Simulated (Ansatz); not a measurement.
Predict the output of the script below (Ansatz 0.2.0 through its Python package).

Input file `znni.cif`:
```cif
data_ZnNi
_cell_length_a 2.677544
_cell_length_b 2.720500
_cell_length_c 3.202317
_cell_angle_alpha 90.87575
_cell_angle_beta 89.81539
_cell_angle_gamma 89.96250
_symmetry_space_group_name_H-M 'P 1'
_symmetry_Int_Tables_number 1
loop_
_symmetry_equiv_pos_as_xyz
'x, y, z'
loop_
_atom_site_label
_atom_site_type_symbol
_atom_site_fract_x
_atom_site_fract_y
_atom_site_fract_z
Zn1 Zn    0.512500    0.484960    0.477970
Ni2 Ni    0.019210    0.040200    0.008820
```

`scf.py`
```python
'''Self-consistent field of ZnNi at the given structure with displaced atoms.'''

from collections import defaultdict
from pathlib import Path
import warnings

import ansatz as az
from ase.io import read
import numpy as np
from pymatgen.core import Structure
from pymatgen.symmetry.analyzer import SpacegroupAnalyzer

K_LENGTH = 16
OCCUPATIONS = 'Fermi-Dirac'
FUNCTIONAL = 'pbesol'

warnings.simplefilter('ignore', az.DeckWarning)

atoms = read('znni.cif')
system = az.Crystal.from_ase(atoms).moments(Ni=1.5)

# the calculation
setup = (
    system.calculation()
    .kpoints(length=K_LENGTH)
    .occupations(OCCUPATIONS, width=150 * az.meV)
    .functional(FUNCTIONAL)
    .spin('collinear')
    .basis(31 * az.Ry)
    .density_of_states(energy_step=0.1, projected=True)
    .populations()
)
done = setup.run(threads=1, backend='cpu')
data = done.report

for key in ('converged', 'n_iterations', 'n_electrons', 'n_kpoints', 'n_pw', 'n_symmetry_ops', 'free_energy_ev', 'fermi_energy_ev'):
    print(f'{key:18s} {data[key]}')

print('site moments (muB):', [round(m, 2) for m in data['site_moments_mub']])
print('electrons up, down:', [round(n, 3) for n in data['spin_occupation_sums']])

dos = done.density_of_states()
energy = np.asarray(dos.energies_ev) - dos.fermi_ev
projected = done.projected_density_of_states()
by_shell = defaultdict(float)
for site in projected.sites:
    for shell in site.shells:
        for part in shell.curves:
            by_shell[f'{site.species} {"spdf"[shell.l]}'] += np.sum(part.g_bin_mean_per_ev, axis=0)
print('E - E_F  ' + ' '.join(f'{name:>7s}' for name in by_shell))
for e in np.arange(-8, 8 + 0.1, 1.0):
    print(f'{e:7.1f}  ' + ' '.join(f'{np.interp(e, energy, curve):7.3f}' for curve in by_shell.values()))

files = Path(done.write_results('tables'))
print((files / 'populations.tsv').read_text())

final = Structure(done.lattice.cell_ang, [s.symbol for s in done.lattice.sites], [s.position_frac for s in done.lattice.sites])
analyser = SpacegroupAnalyzer(final, symprec=0.01)
standard = analyser.get_conventional_standard_structure()
print(analyser.get_crystal_system(), analyser.get_space_group_symbol(), len(standard), 'atoms in the conventional cell')
print('a b c (A):', [round(x, 4) for x in standard.lattice.abc], ' angles:', [round(x, 2) for x in standard.lattice.angles])
print(f'mass density {float(final.density):.3f} g/cm^3')
```

```console
$ python scf.py
RunWarning: the starting moments were not kept: the SCF closed with an absolute magnetisation of 4.5e-7 μB, where they sum to 1.5 μB in size (1 site). That is at most 0.1 of that sum. Measured as dr2_m measures the in/out step, that magnetisation stands 3.7e-13 eV from none, at or under the dr2_threshold of 1.0e-7 eV: it is no larger than a step whose dr2_m would equal this threshold. The system may hold no moment; this SCF shows only that its start led to no more than that. To try another [...]
converged          True
n_iterations       13
n_electrons        30.0
n_kpoints          92
n_pw               469
n_symmetry_ops     1
free_energy_ev     -9086.325841422316
fermi_energy_ev    15.536944318305803
site moments (muB): [0.0, -0.0]
electrons up, down: [15.0, 15.0]
E - E_F     Zn s    Zn d    Ni s    Ni p    Ni d
   -8.0    0.268   0.455   0.179   0.002   0.019
   -7.0    0.067   9.552   0.048   0.002   0.195
   -6.0    0.148   0.229   0.100   0.001   0.049
   -5.0    0.168   0.092   0.112   0.001   0.130
   -4.0    0.224   0.080   0.089   0.001   0.317
   -3.0    0.087   0.088   0.334   0.001   1.591
   -2.0    0.035   0.043   0.010   0.000   1.934
   -1.0    0.090   0.123   0.104   0.001   6.073
    0.0    0.066   0.012   0.075   0.000   0.395
    1.0    0.066   0.009   0.130   0.000   0.326
    2.0    0.085   0.006   0.104   0.000   0.158
    3.0    0.017   0.001   0.019   0.000   0.024
    4.0    0.084   0.002   0.037   0.000   0.049
    5.0    0.186   0.005   0.101   0.000   0.072
    6.0    0.115   0.005   0.135   0.000   0.050
    7.0    0.053   0.003   0.076   0.000   0.026
    8.0    0.042   0.002   0.054   0.000   0.019
# site	symbol	l	j	q_up	q_dn
# orbitals = lowdin
# n_electrons = 30.000000
# spilling = 0.022233
0	Zn	0_4S	-	0.614854	0.614854
0	Zn	2_3D	-	4.977803	4.977803
1	Ni	0_3S	-	0.998860	0.998860
1	Ni	0_4S	-	0.535671	0.535671
1	Ni	1_3P	-	2.999447	2.999447
1	Ni	2_3D	-	4.539867	4.539867

triclinic P1 2 atoms in the conventional cell
a b c (A): [2.6775, 2.7205, 3.2023]  angles: [90.88, 90.18, 90.04]
mass density 8.836 g/cm^3
```
(Warnings from the package without file and line, shortened.)

Reading the output:
- Absolute energies stand on the zero of these potentials, so only differences at equal settings mean something. A total without «per atom» is that of the cell as typed.
- The SCF didn't keep the moments it started from (some shrank, vanished or turned); what is printed is the state reached.
- The mesh is modest for a metal, so energies can be off by several to tens of meV an atom and pressures by half a GPa or more; differences at equal mesh fare better.
- An absolute Fermi energy rests on an arbitrary zero of the periodic potential and has no direct meaning.
- Projections exist only for the shells that the potentials hold, some of them semicore, and samples at single energies can miss narrow peaks.
- The smearing is wide enough that free energy and stress hold a thermal part of the electrons.
- The cell is a database structure, distorted on purpose.
- The computed bands are complete only to about 7.4 eV above the Fermi level; beyond that the density of states is undercounted.
- The script silences the warnings on its input, which a real study should read.
- Finished in 8.3 s on 1 thread of Intel(R) Xeon(R) 6975P-C (Granite Rapids) (shared host), peak memory 0.52 GiB.
